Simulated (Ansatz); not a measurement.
# Pt (diamond type): how the settings move a single-point run

How sensitive is a single-point run of Pt (diamond type) to its settings? A reference run comes first, then two runs with altered input.

This is Pt in the diamond structure; at room conditions it is fcc.

Program: Ansatz 0.2.0. Level of theory: reference: DFT, LDA, all-electron LAPW, scalar-relativistic. These are calculated values, not measurements.

## 1. The starting structure

The structure is cubic, space group Fd-3m (No. 227). Conventional cell: a = 5.649 Å, b = 5.649 Å, c = 5.649 Å, α = 90.00°, β = 90.00°, γ = 90.00°. Around Pt (site symmetry -43m) lie 4 Pt at 2.45 Å.

Structure file:

```cif
data_structure
_symmetry_space_group_name_H-M 'P 1'
_symmetry_Int_Tables_number 1
_cell_length_a 3.9943
_cell_length_b 3.9943
_cell_length_c 3.9943
_cell_angle_alpha 60.000
_cell_angle_beta 60.000
_cell_angle_gamma 60.000
_cell_volume 45.06
loop_
_atom_site_label
_atom_site_type_symbol
_atom_site_fract_x
_atom_site_fract_y
_atom_site_fract_z
_atom_site_occupancy
Pt1 Pt 0.87500 0.87500 0.87500 1
Pt2 Pt 0.12500 0.12500 0.12500 1
```

## 2. The reference run

The input, input.yaml:

```yaml
crystal:
  lattice:
    - [0.0, 2.824408161, 2.824408161]
    - [2.824408161, 0.0, 2.824408161]
    - [2.824408161, 2.824408161, 0.0]
  atoms:
    - { symbol: Pt, position: [-0.125, -0.125, -0.125] }
    - { symbol: Pt, position: [0.125, 0.125, 0.125] }
kpoints:
  mp_grid: { grid: [12, 12, 12] }
  band_path:
    path:
      - [0.0, 0.0, 0.0]
      - [0.5, 0.0, 0.5]
      - [0.625, 0.25, 0.625]
      - [0.375, 0.375, 0.75]
      - [0.0, 0.0, 0.0]
      - [0.5, 0.5, 0.5]
      - [0.5, 0.25, 0.75]
      - [0.5, 0.0, 0.5]
    npoints: 14
scf:
  occupations: { method: fermi_dirac, width: 0.1 }
hamiltonian:
  xc: lda
  pseudopotentials: { kind: all_electron, lapw: { basis_error: 0.001 } }
output:
  forces: true
  stress: true
  eigenvalues: true
  populations: true
  dos: { projected: true, de: 0.2, e_range: [-14, 8] }
```

The run is started by

```console
$ ansatz run input.yaml --threads 1 --pin off --max-ram 2048MiB --backend cpu --events-out ev --progress --plain --runs-dir out
```

From the output:

```text
[...]
Basis set: ecut = 364.5827473543448 eV, 725 PW (Γ), exchange–correlation at level 2
[...]
k-points: 72 of 1728
[...]
SCF iter   1: F=—  HF=-1001357.245690 eV  |F-HF|=—  |Δ(HF+E_count)|=         —  Δρ=4.67e-2  dr2=8.81e-1  ethr=9.16e-4  ⟨swp⟩=2.0  Hψ=24625  notcnv=0
preconditioner: auto → LDOS  [metal: Δε(μ)=0.007 eV  Ē_g=13.201 eV  σ=0.100 eV  W_gap=0.02  n_scr=14 (ndim 8)  ℏωp=24.7 eV  f_vac=0.344  D(μ)=3.81/eV (n_scr^D=58)  β→1.0]
[...]
SCF iter   2: F=—  HF=-1001356.518047 eV  |F-HF|=—  |Δ(HF+E_count)|=   7.28e-1  Δρ=5.85e-3  dr2=4.26e-3  ethr=4.43e-6  ⟨swp⟩=2.0  Hψ=21245  notcnv=0
[...]
SCF iter   6: F=—  HF=-1001356.397284 eV  |F-HF|=—  |Δ(HF+E_count)|=   3.18e-5  Δρ=3.94e-5  dr2=6.13e-7  ethr=5.60e-8  ⟨swp⟩=2.0  Hψ=12027  notcnv=0
SCF iter   7: F=-1001356.397284 eV  HF=-1001356.397284 eV  |F-HF|=1.16e-9  |Δ(HF+E_count)|=   6.26e-8  Δρ=3.44e-6  dr2=3.39e-9  ethr=6.39e-10  ⟨swp⟩=2.9  Hψ=12120  notcnv=0
[...]
SCF converged after 7 iterations
Free energy (F): -1001356.397284 eV
[...]
E sigma→0 (E₀):  -1001356.326599 eV
[...]
Fermi energy:    17.297291 eV
[...]
  P = ⅓ Tr σ = 0.0316 GPa (0.316 kbar)
[...]
```

Run time: 95 s. Hardware: 1 thread of Arm Neoverse V1, shared host; peak memory 0.57 GiB.

## 3. A run with other settings

input.yaml, as its differences from that of step 2:

```diff
@@ -22,3 +22,4 @@
 scf:
-  occupations: { method: fermi_dirac, width: 0.1 }
+  occupations: { method: gaussian, width: 0.025 }
+  convergence: { dr2_threshold: 0.0001 }
 hamiltonian:
@@ -31,2 +32 @@
   populations: true
-  dos: { projected: true, de: 0.2, e_range: [-14, 8] }
```

The run is started by

```console
$ ansatz run input.yaml --threads 1 --pin off --max-ram 2048MiB --backend cpu --events-out ev --progress --plain --runs-dir out
```

The program printed, shortened:

```text
Warning: scf.convergence.dr2_threshold = 1e-4 eV is looser than this run's default, which is 1e-7 eV or tighter. The error in the forces grows as the threshold's square root, so leave the key out unless less accurate forces are enough
Warning: output.stress: scf.convergence.dr2_threshold = 1e-4 eV is looser than the 1e-7 eV advised for a printed stress on datasets or a basis made for the crystal, by an estimate of what a threshold leaves in their stress. Set scf.convergence.dr2_threshold to 1e-7 eV or tighter
Pt: projections on atomic orbitals take those of the free atom 1s2 2s2 2p6 3s2 3p6 3d10 4s2 4p6 4d10 4f14 5s2 5p6 5d9 6s1, of charge +0.00 (hamiltonian.pseudopotentials.projection_atoms)
LAPW: plane waves up to 9.782 Å⁻¹, error target 1.0e-3 eV per atom; small_component_spin mean_spin; Pt in spheres of 1.223 Å, 48 of its electrons in bands, Dirac shells []
[...]
Pseudopotentials: kind: all_electron
Pseudopotential: Pt, LAPW, valence charge 48, Koelling and Harmon's equation, gaussian nucleus
Functional definition: SPW92
[...]
Crystal: 2 atoms, lattice volume = 45.062 Å³
Basis set: ecut = 364.5827473543448 eV, 725 PW (Γ), exchange–correlation at level 2
Bands: 58, of which v1, the nominal top of the filled ones, is band 48 counted from 1 (47 counted from 0)
Symmetry: 48 space group operations
Space group: Fd-3m (ITA 227), of the structure as read, at distance tolerance 3.6e-5 Å
k-points: 72 of 1728
[...]
SCF iter   1: F=—  HF=-1001357.182209 eV  |F-HF|=—  |Δ(HF+E_count)|=         —  Δρ=4.71e-2  dr2=9.01e-1  ethr=9.37e-4  ⟨swp⟩=2.0  Hψ=24625  notcnv=0
[...]
the basis was enlarged: its passes take 205.4 KiB over the memory plan, 1 of 1 planned eigensolver slots
[...]
SCF iter   7: F=-1001356.321724 eV  HF=-1001356.321725 eV  |F-HF|=7.57e-8  |Δ(HF+E_count)|=   4.84e-6  Δρ=7.46e-6  dr2=2.25e-8  ethr=4.39e-9  ⟨swp⟩=2.0  Hψ=11972  notcnv=0
[...]
the search or the solves at the SCF's close seem to have found levels that the self-consistency loop had missed (the run counts 1). By its estimate they hold under 1e-12 electrons; where the run keeps them, the occupations were computed again with them
NSCF: frozen V_eff on 99 k-points
SCF converged after 7 iterations
Free energy (F): -1001356.321724 eV
[...]
E sigma→0 (E₀):  -1001356.320828 eV
Entropy (-TS):   -0.001792 eV (-0.896 meV/atom)
Fermi energy:    17.312329 eV
[...]
--- Forces (eV/Å), atoms counted from 1 ---
  atom   1  Pt    -0.00000000    -0.00000000    -0.00000000
  atom   2  Pt     0.00000000     0.00000000    -0.00000000
[...]
--- Stress (GPa, compression-positive) ---
       -0.460036       0.000000      -0.000000
        0.000000      -0.460036       0.000000
       -0.000000       0.000000      -0.460036
  P = ⅓ Tr σ = -0.4600 GPa (-4.600 kbar)
--- Band table (eV; the first three rows and the last of 72) ---
[...]
--- Löwdin populations: 2 sites ---
  site symbol       q [e]
     0     Pt     77.8693
     1     Pt     77.8693
  spilling = 0.001676 (of n_electrons = 156.000000)
```

Wall time 96 s (1 thread of Arm Neoverse V1, shared host); peak memory 0.57 GiB.

## 4. Checking the result

The program finished normally, with warnings (force scf threshold loose, stress scf threshold loose). Its log warns: «scf.convergence.dr2_threshold = 1e-4 eV is looser than this run's default, which is 1e-7 eV or tighter. The error in the forces grows as the threshold's square root ...»

The threshold asked is loose, but the program put off the close and ended at dr2 = 2.2e-8, so little accuracy was lost here.

The way back: delete scf.convergence.dr2_threshold (the default then holds).

Changing the smearing and convergence setting moves the energy by +2.9 meV/atom (σ→0 values), and the pressure goes from 0.0 to -0.5 GPa.

## 5. Changing settings: xc pbesol

input.yaml, as its differences from that of step 2:

```diff
@@ -24,3 +24,3 @@
 hamiltonian:
-  xc: lda
+  xc: pbesol
   pseudopotentials: { kind: all_electron, lapw: { basis_error: 0.001 } }
@@ -31,2 +31 @@
   populations: true
-  dos: { projected: true, de: 0.2, e_range: [-14, 8] }
```

The run is started by

```console
$ ansatz run input.yaml --threads 1 --pin off --max-ram 2048MiB --backend cpu --events-out ev --progress --plain --runs-dir out
```

The program printed, shortened:

```text
Pt: projections on atomic orbitals take those of the free atom 1s2 2s2 2p6 3s2 3p6 3d10 4s2 4p6 4d10 4f14 5s2 5p6 5d9 6s1, of charge +0.00 (hamiltonian.pseudopotentials.projection_atoms)
LAPW: plane waves up to 9.785 Å⁻¹, error target 1.0e-3 eV per atom; small_component_spin mean_spin; Pt in spheres of 1.223 Å, 48 of its electrons in bands, Dirac shells []
[...]
[... 2 set-up lines as earlier in the session ...]
Functional definition: PBEsol
[...]
Crystal: 2 atoms, lattice volume = 45.062 Å³
Basis set: ecut = 364.80292520264163 eV, 725 PW (Γ), exchange–correlation at level 2
Bands: 58, of which v1, the nominal top of the filled ones, is band 48 counted from 1 (47 counted from 0)
[... 2 set-up lines as earlier in the session ...]
[...]
SCF iter   7: F=-1001633.795936 eV  HF=-1001633.795936 eV  |F-HF|=4.42e-9  |Δ(HF+E_count)|=   8.65e-8  Δρ=4.56e-6  dr2=7.93e-9  ethr=1.22e-9  ⟨swp⟩=3.0  Hψ=12452  notcnv=0
[...]
NSCF: frozen V_eff on 99 k-points
SCF converged after 7 iterations
Free energy (F): -1001633.795936 eV
[...]
E sigma→0 (E₀):  -1001633.724981 eV
Entropy (-TS):   -0.141909 eV (-70.954 meV/atom)
Fermi energy:    17.490246 eV
[...]
--- Forces (eV/Å), atoms counted from 1 ---
  atom   1  Pt     0.00000000     0.00000000     0.00000000
  atom   2  Pt     0.00000000     0.00000000     0.00000000
[...]
--- Stress (GPa, compression-positive) ---
        3.364249       0.000000      -0.000000
        0.000000       3.364249      -0.000000
       -0.000000      -0.000000       3.364249
  P = ⅓ Tr σ = 3.3642 GPa (33.642 kbar)
--- Band table (eV; the first three rows and the last of 72) ---
[...]
--- Löwdin populations: 2 sites ---
  site symbol       q [e]
     0     Pt     77.8695
     1     Pt     77.8695
  spilling = 0.001674 (of n_electrons = 156.000000)
```

Run time: 97 s. Hardware: 1 thread of Arm Neoverse V1, shared host; peak memory 0.58 GiB.

After a change of functional the difference of the totals has no physical meaning; the pressure goes from 0.0 to 3.4 GPa. At this fixed cell a higher pressure means that this functional prefers a larger volume than the reference.

## 6. Side by side

| run | ending | energy change | pressure (GPa) | gap (eV) | force (eV/Å) | cycles | time |
| --- | --- | --- | --- | --- | --- | --- | --- |
| reference | converged | 0 | 0.0 | 0.00 | 0.00 | 7 | 95 s |
| 1: occupations.method gaussian, occupations.width 0.025, dr2_threshold 0.0001 | converged | +2.9 meV/atom (σ→0) | -0.5 | 0.00 | 0.00 | 7 | 96 s |
| 2: xc pbesol | converged | not comparable | 3.4 | 0.00 | 0.00 | 7 | 97 s |

Times don't compare one to one where runs were asked for different outputs or read a saved state (see the inputs); cycles may leave out searches for a lower state.

Residual by cycle in the longest SCF loop of each run; runs are numbered as in the table. The quantity is the density residual dr2, in eV.

| cycle | reference | run 1 | run 2 |
| --- | --- | --- | --- |
| 1 | 0.881 | 0.901 | 0.906 |
| 2 | 0.00426 | 0.0359 | 0.00512 |
| 3 | 0.00953 | 0.0112 | 0.011 |
| 4 | 0.00144 | 0.002 | 0.00178 |
| 5 | 5.4e-5 | 1.6e-4 | 7.7e-5 |
| 6 | 6.1e-7 | 4.2e-6 | 1.2e-6 |
| 7 | 3.4e-9 | 2.2e-8 | 7.9e-9 |

«occupations.method gaussian, occupations.width 0.025, dr2_threshold 0.0001» moves the energy by +2.9 meV/atom.
